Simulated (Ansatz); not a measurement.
# ScZn: the cost of one run

Method: DFT PBEsol, scalar-relativistic, in Ansatz 0.2.0.

## (1) The starting structure

It takes space group Pm-3m (No. 221, cubic). The conventional cell has a = 3.350 Å, b = 3.350 Å, c = 3.350 Å, α = 90.00°, β = 90.00°, γ = 90.00°. Around Sc (site symmetry m-3m) lie 8 Zn at 2.90 Å. Zn (site symmetry m-3m) has 8 Sc at 2.90 Å as nearest neighbours.

As a file:

```cif
data_structure
_symmetry_space_group_name_H-M 'P 1'
_symmetry_Int_Tables_number 1
_cell_length_a 3.3500
_cell_length_b 3.3500
_cell_length_c 3.3500
_cell_angle_alpha 90.000
_cell_angle_beta 90.000
_cell_angle_gamma 90.000
_cell_volume 37.60
loop_
_atom_site_label
_atom_site_type_symbol
_atom_site_fract_x
_atom_site_fract_y
_atom_site_fract_z
_atom_site_occupancy
Sc1 Sc 0.00000 0.00000 0.00000 1
Zn1 Zn 0.50000 0.50000 0.50000 1
```

The structure is an experimental refinement, used without relaxation.

Atoms are numbered in the order of the input: Sc1, Zn2.

## (2) Full-potential LAPW

input.yaml reads:

```yaml
crystal:
  lattice:
    - [3.35, 0.0, 0.0]
    - [0.0, 3.35, 0.0]
    - [0.0, 0.0, 3.35]
  atoms:
    - { symbol: Sc, position: [0.0, 0.0, 0.0] }
    - { symbol: Zn, position: [0.5, 0.5, 0.5] }
kpoints:
  mp_grid: { grid: [10, 10, 10] }
  band_path:
    path:
      - [0.0, 0.0, 0.0]
      - [0.0, 0.5, 0.0]
      - [0.5, 0.5, 0.0]
      - [0.0, 0.0, 0.0]
      - [0.5, 0.5, 0.5]
      - [0.0, 0.5, 0.0]
      - [0.5, 0.5, 0.5]
      - [0.5, 0.5, 0.0]
    npoints: 14
scf:
  occupations: { method: fermi_dirac, width: 0.03 }
hamiltonian:
  xc: pbesol
  pseudopotentials: { kind: all_electron, lapw: { basis_error: 0.0005 } }
output:
  forces: true
  stress: true
  eigenvalues: true
  populations: true
  dos: { projected: true, de: 0.2, e_range: [-14, 8] }
```

Command:

```
$ ansatz run input.yaml --threads 1 --pin off --max-ram 3072MiB --backend cpu --events-out ev --progress --plain --runs-dir out
```

**Question.** How long does this run take on 1 thread of Intel Xeon 6975P-C (Granite Rapids), shared host, and how much memory does it need?

About 8.7 s, with a peak of 0.37 GiB.
